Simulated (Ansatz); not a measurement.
**H8InNO2Si2: small, medium and large basis sets**

One table from this session's results is given with a row withheld; the runs are named, their logs left out.

The runs use Ansatz 0.2.0, Gaussian basis; one geometry, several basis sets.

The runs, in order: PBE0-D4/def2-SVP; ωB97M-V/def2-SVP; PBE0-D4/def2-QZVPP; ωB97M-V/def2-QZVPP; the functionals' def2-TZVPP values are taken from earlier runs.

## The geometry

An earlier PBE0-D4 in a triple-zeta def2 set relaxation fixed the geometry. In takes the def2 core potential; no spin-orbit term is included.

SMILES `[NH2][In]([O][SiH3])[O][SiH3]`, 14 atoms, charge 0, spin multiplicity 1.

Atoms are counted from 1 here; the program's logs count them from 0.

Bond lengths: N1–In2 1.996 Å, N1–H7 1.010 Å, N1–H8 1.011 Å, In2–O3 1.969 Å, In2–O5 1.969 Å, O3–Si4 1.630 Å, Si4–H9 1.492 Å, Si4–H10 1.490 Å, Si4–H11 1.488 Å, O5–Si6 1.630 Å, Si6–H12 1.490 Å, Si6–H13 1.488 Å, Si6–H14 1.493 Å. Angles: In2–N1–H7 115.0°, In2–N1–H8 115.0°, H7–N1–H8 109.3°, N1–In2–O3 122.3°, N1–In2–O5 122.4°, O3–In2–O5 115.0°, In2–O3–Si4 137.5°, O3–Si4–H9 111.6°, O3–Si4–H10 111.2°, O3–Si4–H11 109.0°, H9–Si4–H10 107.9°, H9–Si4–H11 108.5°, H10–Si4–H11 108.6°, In2–O5–Si6 137.2°, O5–Si6–H12 111.3°, O5–Si6–H13 109.1°, O5–Si6–H14 111.5°, H12–Si6–H13 108.6° and more.

Coordinates:

```mol
H8InNO2Si2
  3D, bonds by distance, orders not assigned

 14 13  0  0  0  0  0  0  0  0999 V2000
   -3.2631    0.5288    0.6624 N   0  0
   -1.3351    0.2544    0.2226 In  0  0
   -0.7128   -1.2480   -0.8877 O   0  0
    0.7092   -1.9307   -1.2974 Si  0  0
    0.0959    1.3363    1.0350 O   0  0
    1.7198    1.4368    0.9402 Si  0  0
   -3.9124    0.1875   -0.0324 H   0  0
   -3.5132    1.4740    0.9177 H   0  0
    1.6859   -1.8816   -0.1702 H   0  0
    1.3233   -1.2390   -2.4656 H   0  0
    0.4772   -3.3554   -1.6579 H   0  0
    2.3755    0.5087    1.9031 H   0  0
    2.1401    2.8281    1.2592 H   0  0
    2.2097    1.1000   -0.4290 H   0  0
  1  2  8  0
  2  3  8  0
  3  4  8  0
  2  5  8  0
  5  6  8  0
  1  7  8  0
  1  8  8  0
  4  9  8  0
  4 10  8  0
  4 11  8  0
  6 12  8  0
  6 13  8  0
  6 14  8  0
M  END
```

Set-up of the first run:

File in.yaml:

```yaml
crystal:
  periodic: [false, false, false]
  atoms:
    - {symbol: N, position_ang: [-3.263063, 0.528801, 0.662421]}
    - {symbol: In, position_ang: [-1.335147, 0.254413, 0.222646]}
    - {symbol: O, position_ang: [-0.712833, -1.248029, -0.887735]}
    - {symbol: Si, position_ang: [0.709241, -1.930711, -1.297441]}
    - {symbol: O, position_ang: [0.095897, 1.336293, 1.034990]}
    - {symbol: Si, position_ang: [1.719762, 1.436844, 0.940162]}
    - {symbol: H, position_ang: [-3.912397, 0.187482, -0.032430]}
    - {symbol: H, position_ang: [-3.513203, 1.473989, 0.917749]}
    - {symbol: H, position_ang: [1.685918, -1.881566, -0.170200]}
    - {symbol: H, position_ang: [1.323286, -1.238974, -2.465571]}
    - {symbol: H, position_ang: [0.477177, -3.355390, -1.657897]}
    - {symbol: H, position_ang: [2.375465, 0.508701, 1.903134]}
    - {symbol: H, position_ang: [2.140149, 2.828107, 1.259185]}
    - {symbol: H, position_ang: [2.209748, 1.100040, -0.429011]}
basis:
  gaussian: {orbitals: def2-SVP}
hamiltonian: {xc: pbe0, dispersion: d4}
output: {orbitals: {seedname: orbitals}}
```

Started as:

```console
ansatz run in.yaml --threads 4 --pin off --events-out ev --progress --plain --max-ram 11315MiB
```

Among the steps run: PBE0-D4 in def2-SVP; ωB97M-V in def2-SVP; PBE0-D4 in def2-QZVPP; ωB97M-V in def2-QZVPP.

One of the session's tables, all rows but one given; the rest of the session is left out.

It belongs to the step «Density functionals: the series». 

| functional | basis | HOMO (eV) | LUMO (eV) |
| --- | --- | --- | --- |
| PBE0-D4 | def2-SVP | -7.83 | -1.71 |
| PBE0-D4 | def2-TZVPP | -8.03 | -1.91 |
| PBE0-D4 | def2-QZVPP | -8.07 | -1.98 |
| ωB97M-V | def2-SVP | -10.16 | 0.21 |
| ωB97M-V | def2-TZVPP | ? | ? |
| ωB97M-V | def2-QZVPP | -10.43 | -0.36 |

Q: Estimate the row for ωB97M-V, def2-TZVPP from the others.

**Answer.** HOMO (eV): -10.40; LUMO (eV): -0.14. In the column «HOMO (eV)» it lies between ωB97M-V, def2-QZVPP (-10.43) and ωB97M-V, def2-SVP (-10.16).
